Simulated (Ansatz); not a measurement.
**CrCH2+ (sextet): the correlation ladder at a displaced geometry (v1), def2-SVP**

One table from this session's results is given with a row withheld; the runs are named, their logs left out.

Method: def2-SVP, core rule «outside noble gas», up to 10 orbitals frozen; program: Ansatz 0.2.0, Gaussian basis.

Plan: UHF; CCSD(T) on ROHF; CCSD(T) on UHF; CISD; CCSDT(Q) on ROHF; CCSDT(Q) on UHF.

10 further runs of the same task are left out: 4 that didn't finish, 6 set aside as unsound or not needed.

## What is computed

The geometry is a PBE0/def2-TZVP stationary point (not a proven minimum) with its atoms shifted at random (size 0.040 Å).

4 atoms, charge 1, spin multiplicity 6.

Atoms are counted from 1 here; the program's logs count them from 0.

Bond lengths: Cr1–C2 2.005 Å, C2–H3 1.169 Å, C2–H4 1.106 Å. Angles: Cr1–C2–H3 124.5°, Cr1–C2–H4 125.8°, H3–C2–H4 109.6°.

The first run:

in.yaml reads:

```yaml
crystal:
  periodic: [false, false, false]
  atoms:
    - {symbol: Cr, position_ang: [0.000282, 0.002578, 0.445878]}
    - {symbol: C, position_ang: [-0.000552, -0.013565, -1.558681]}
    - {symbol: H, position_ang: [0.047412, 0.942599, -2.228847]}
    - {symbol: H, position_ang: [-0.055364, -0.913923, -2.199044]}
basis:
  gaussian: {orbitals: def2-SVP}
total_charge: 1
magnetization: {spin_polarized: true, initial_magnetization: 5}
hamiltonian: {xc: hf}
output: {orbitals: {seedname: orbitals}}
```

Run with:

```sh
$ ansatz run in.yaml --threads 1 --pin off --events-out ev --progress --plain --max-ram 2393MiB
```

Among the steps run: UHF; CCSD(T) on ROHF; CCSD(T) on UHF; CISD; CCSDT(Q) on ROHF; CCSDT(Q) on UHF.

One of the session's tables, all rows but one given; the rest of the session is left out.

| method | from UCCSDT(Q) (meV) |
| --- | --- |
| ROHF | +6072.0 |
| UHF | +5976.2 |
| RMP2 | +1225.5 |
| UMP2 | ? |
| CISD | +687.6 |
| RCCSD | +244.9 |
| UCCSD | +248.1 |
| RCCSD(T) | +57.4 |
| UCCSD(T) | +56.1 |
| RCCSDT | +14.8 |
| UCCSDT | +10.4 |
| RCCSDT(Q) | +10.6 |
| UCCSDT(Q) | 0 |

Estimate the missing values for UMP2.

As computed: from UCCSDT(Q) (meV): +1299.0. In the column «from UCCSDT(Q) (meV)» it lies between RMP2 (+1225.5) and UHF (+5976.2).

To keep in mind: Restricted and unrestricted rows rest on different reference determinants; where their highest levels disagree by more than a few hundredths of an eV, they describe different states and don't form one ladder.
